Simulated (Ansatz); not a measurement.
# LiY in Ansatz: convergence with xc grid

Input of the first run (xc grid 1); the others differ in this setting and in those tied to it:

input.yaml

```yaml
crystal:
  lattice:
    - [3.08345958, 0.0, 0.0]
    - [-1.54172979, 2.67035433, 0.0]
    - [0.0, 0.0, 4.52844945]
  atoms:
    - { symbol: Li, position: [0.0, 0.0, 0.88879554] }
    - { symbol: "Y", position: [0.0, 0.0, 0.4055029] }
hamiltonian:
  xc: pbesol
  pseudopotentials: { kind: paw_fr }
magnetization:
  noncollinear: true
  spin_orbit: true
kpoints:
  mp_grid: { grid: [8, 8, 5] }
scf:
  occupations: { method: gaussian, width: 0.1 }
output:
  forces: true
  stress: true
  eigenvalues: true
basis:
  xc_grid: 1
```

Potentials or basis: Ansatz PAW.

The run is started by

```bash
$ ansatz run input.yaml --threads 2 --pin off --max-ram 5632MiB --backend cpu --events-out ev --progress --plain --runs-dir out
```

The cell was built by a generator and needn't be a form met in nature.

Hardware: 2 threads of Arm Neoverse V1 (shared host).

```
xc grid  energy less the tightest run, at zero smearing (meV/atom)  SCF cycles  CPU time (s)  peak memory (GiB)
      1                                                      -0.04           8             6               0.39
      2                                                       0.00           8             6               0.39
      3                                                       0.00           8           6.3                0.4
      4                                                       0.00           8           6.8               0.43
      5                                                       0.00           8           7.7               0.47
```

Against the tightest run, the energy stays within 1 meV/atom from 1 on. The tightest run that finished is the yardstick and may itself not be fully converged.
